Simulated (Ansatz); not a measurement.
**C4H10F3NZr: how energies converge with the basis set**

Aim: see how fast density functionals converge with the basis set for C4H10F3NZr.

Program: Ansatz 0.2.0, Gaussian basis. Level of theory: one geometry, several basis sets. These are calculated values, not measurements.

Plan: PBE0-D4/def2-SVP; ωB97M-V/def2-SVP; PBE0-D4/def2-QZVPP; ωB97M-V/def2-QZVPP; the functionals' def2-TZVPP values are taken from earlier runs.

## 1. Structure used throughout

An earlier PBE0-D4 in a triple-zeta def2 set relaxation fixed the geometry. Zr takes the def2 core potential; no spin-orbit term is included.

19 atoms, charge 0, spin multiplicity 1.

Atoms are counted from 1 here; the program's logs count them from 0.

Bond lengths: C1–C2 1.525 Å, C1–H10 1.091 Å, C1–H11 1.095 Å, C1–H12 1.095 Å, C2–C3 1.526 Å, C2–C4 1.526 Å, C2–N5 1.464 Å, C3–H13 1.093 Å, C3–H14 1.092 Å, C3–H15 1.094 Å, C4–H16 1.092 Å, C4–H17 1.094 Å, C4–H18 1.093 Å, N5–Zr6 2.011 Å, N5–H19 1.015 Å, Zr6–F7 1.904 Å, Zr6–F8 1.915 Å, Zr6–F9 1.915 Å. Angles: C2–C1–H10 110.8°, C2–C1–H11 111.2°, C2–C1–H12 111.2°, H10–C1–H11 107.1°, H10–C1–H12 107.1°, H11–C1–H12 109.3°, C1–C2–C3 109.8°, C1–C2–C4 109.8°, C1–C2–N5 107.8°, C3–C2–C4 110.1°, C3–C2–N5 109.7°, C4–C2–N5 109.7°, C2–C3–H13 111.0°, C2–C3–H14 110.5°, C2–C3–H15 110.6°, H13–C3–H14 108.6°, H13–C3–H15 107.9°, H14–C3–H15 108.2° and more.

Coordinates:

```xyz
19
C4H10F3NZr
C     0.4262    0.9585   -0.9397
C    -0.2967   -0.2698   -0.3960
C     0.1927   -1.5201   -1.1214
C    -1.8024   -0.1085   -0.5856
N     0.0117   -0.3758    1.0309
Zr    1.1636    0.8274    2.1579
F     1.1217    0.0959    3.9156
F     0.4696    2.6114    2.1143
F     2.9416    0.8697    1.4484
H     0.2287    1.0839   -2.0055
H     0.0861    1.8717   -0.4394
H     1.5112    0.8635   -0.8220
H    -0.0242   -1.4627   -2.1912
H     1.2702   -1.6408   -0.9913
H    -0.3007   -2.4125   -0.7264
H    -2.1592    0.7857   -0.0703
H    -2.3367   -0.9720   -0.1797
H    -2.0573   -0.0242   -1.6451
H    -0.4459   -1.1811    1.4466
```

## 2. PBE0-D4 in def2-SVP

Input file in.yaml:

```yaml
crystal:
  periodic: [false, false, false]
  atoms:
    - {symbol: C, position_ang: [0.426247, 0.958474, -0.939679]}
    - {symbol: C, position_ang: [-0.296733, -0.269846, -0.395997]}
    - {symbol: C, position_ang: [0.192667, -1.520118, -1.121423]}
    - {symbol: C, position_ang: [-1.802409, -0.108498, -0.585556]}
    - {symbol: N, position_ang: [0.011666, -0.375756, 1.030896]}
    - {symbol: Zr, position_ang: [1.163602, 0.827368, 2.157857]}
    - {symbol: F, position_ang: [1.121746, 0.095927, 3.915590]}
    - {symbol: F, position_ang: [0.469580, 2.611402, 2.114267]}
    - {symbol: F, position_ang: [2.941552, 0.869686, 1.448354]}
    - {symbol: H, position_ang: [0.228666, 1.083913, -2.005491]}
    - {symbol: H, position_ang: [0.086065, 1.871688, -0.439358]}
    - {symbol: H, position_ang: [1.511167, 0.863516, -0.822012]}
    - {symbol: H, position_ang: [-0.024168, -1.462744, -2.191221]}
    - {symbol: H, position_ang: [1.270156, -1.640826, -0.991323]}
    - {symbol: H, position_ang: [-0.300715, -2.412528, -0.726425]}
    - {symbol: H, position_ang: [-2.159231, 0.785723, -0.070260]}
    - {symbol: H, position_ang: [-2.336653, -0.972046, -0.179690]}
    - {symbol: H, position_ang: [-2.057322, -0.024233, -1.645138]}
    - {symbol: H, position_ang: [-0.445894, -1.181093, 1.446610]}
basis:
  gaussian: {orbitals: def2-SVP}
hamiltonian: {xc: pbe0, dispersion: d4}
output: {orbitals: {seedname: orbitals}}
```

Started as:

```
$ ansatz run in.yaml --threads 5 --pin off --events-out ev --progress --plain --max-ram 66560MiB --backend cpu
```

After this run come: ωB97M-V in def2-SVP; PBE0-D4 in def2-QZVPP; ωB97M-V in def2-QZVPP.

**Question.** What will the summary of the whole plan be? Wanted: PBE0-D4: double and triple zeta above quadruple; ωB97M-V: double and triple zeta above quadruple.

As calculated:

| quantity | value |
| --- | --- |
| PBE0-D4: double and triple zeta above quadruple | 17.52, 0.85 eV |
| ωB97M-V: double and triple zeta above quadruple | 18.06, 0.81 eV |

For PBE0-D4 the step from double to triple zeta gains 16.66 eV and the next only 0.85 eV. Total energies overstate the basis error of differences, where much of it tends to cancel.
